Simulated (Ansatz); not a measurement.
# CHCl2NOSi: a ladder of functionals and wavefunction methods

One table from this session's results is given with a row withheld; the runs are named, their logs left out.

The runs use Ansatz 0.2.0, Gaussian basis; functionals in def2-TZVPP, the program's frozen cores in correlated methods.

The runs, in order: LDA (SPW92), PBE-D4, revPBE-D4, BLYP-D4, r2SCAN-D4, B97M-V, PBE0-D4, B3LYP-D4, r2SCANh-D4, r2SCAN0-D4, HSE06-D4, BHLYP-D4, CAM-B3LYP-D4, LC-ωPBE, ωB97X-V, ωB97M-V, B2PLYP, PBE-QIDH; CCSD(T)/def2-SVP; CCSD(T)/def2-TZVPP; MP2/def2-QZVPP; extrapolation to the limit; RPA on PBE.

## The relaxed structure

The geometry comes from an earlier relaxation with PBE0-D4 in a triple-zeta def2 set; it is a stationary point, not always the lowest conformer.

SMILES `O=C=N[SiH](Cl)Cl`, 7 atoms, charge 0, spin multiplicity 1.

Atoms are counted from 1 here; the program's logs count them from 0.

Bond lengths: O1–C2 1.159 Å, C2–N3 1.199 Å, N3–Si4 1.690 Å, Si4–Cl5 2.033 Å, Si4–Cl6 2.033 Å, Si4–H7 1.467 Å. Angles: O1–C2–N3 177.2°, C2–N3–Si4 153.9°, N3–Si4–Cl5 109.7°, N3–Si4–Cl6 109.7°, N3–Si4–H7 109.3°, Cl5–Si4–Cl6 109.3°, Cl5–Si4–H7 109.4°, Cl6–Si4–H7 109.4°.

As a file:

```mol
CHCl2NOSi
  3D, bonds by distance, orders not assigned

  7  6  0  0  0  0  0  0  0  0999 V2000
   -0.1126   -1.0002   -2.8295 O   0  0
   -0.1040   -0.8067   -1.6868 C   0  0
   -0.1064   -0.6632   -0.4961 N   0  0
    0.0348    0.2431    0.9235 Si  0  0
    1.8833    1.0854    1.0188 Cl  0  0
   -1.3732    1.7101    0.9438 Cl  0  0
   -0.1606   -0.6366    2.0806 H   0  0
  1  2  8  0
  2  3  8  0
  3  4  8  0
  4  5  8  0
  4  6  8  0
  4  7  8  0
M  END
```

Set-up of the first run:

Contents of in.yaml:

```yaml
crystal:
  periodic: [false, false, false]
  atoms:
    - {symbol: O, position_ang: [-0.112585, -1.000181, -2.829508]}
    - {symbol: C, position_ang: [-0.104006, -0.806653, -1.686829]}
    - {symbol: N, position_ang: [-0.106431, -0.663201, -0.496092]}
    - {symbol: Si, position_ang: [0.034826, 0.243138, 0.923518]}
    - {symbol: Cl, position_ang: [1.883255, 1.085360, 1.018806]}
    - {symbol: Cl, position_ang: [-1.373216, 1.710111, 0.943808]}
    - {symbol: H, position_ang: [-0.160643, -0.636574, 2.080599]}
basis:
  gaussian: {orbitals: def2-TZVPP}
hamiltonian: {xc: lda}
output: {orbitals: {seedname: orbitals}}
```

Started as:

```sh
ansatz run in.yaml --threads 4 --pin off --events-out ev --progress --plain --max-ram 10444MiB
```

Among the steps run: LDA; PBE-D4 (GGA); revPBE-D4 (GGA); BLYP-D4 (GGA); r2SCAN-D4 (meta-GGA); B97M-V (meta-GGA); PBE0-D4 (hybrid); B3LYP-D4 (hybrid); r2SCANh-D4 (hybrid); r2SCAN0-D4 (hybrid); HSE06-D4 (hybrid); BHLYP-D4 (hybrid); CAM-B3LYP-D4 (range-separated); LC-ωPBE (range-separated); ωB97X-V (range-separated); ωB97M-V (range-separated); B2PLYP (double hybrid); PBE-QIDH (double hybrid).

One of the session's tables, all rows but one given; the rest of the session is left out.

It belongs to the step «Orbital energies across the functionals». 

| functional | HOMO (eV) | gap (eV) |
| --- | --- | --- |
| LDA (SPW92) | -7.98 | 6.42 |
| PBE-D4 | -7.79 | 6.52 |
| revPBE-D4 | -7.72 | 6.57 |
| BLYP-D4 | -7.62 | 6.50 |
| r2SCAN-D4 | -8.14 | 7.20 |
| B97M-V | -8.18 | 7.36 |
| PBE0-D4 | -9.20 | 8.93 |
| B3LYP-D4 | -8.93 | 8.43 |
| r2SCANh-D4 | -8.66 | 8.08 |
| r2SCAN0-D4 | -9.44 | 9.37 |
| HSE06-D4 | -8.80 | 8.15 |
| BHLYP-D4 | ? | ? |
| CAM-B3LYP-D4 | -10.55 | 11.41 |
| LC-ωPBE | -11.93 | 13.95 |
| ωB97X-V | -11.55 | 13.50 |
| ωB97M-V | -11.42 | 13.21 |

Estimate the missing values for BHLYP-D4.

Worked estimate for «HOMO (eV)». Against the share of exact exchange, BLYP-D4 (0, -7.62), B3LYP-D4 (0.2, -8.93) give a slope of -6.55 per unit share; at 0.5 the line stands at -10.89.

The run gave: HOMO (eV): -10.48; gap (eV): 11.30. In «HOMO (eV)» the line misses by -0.41.
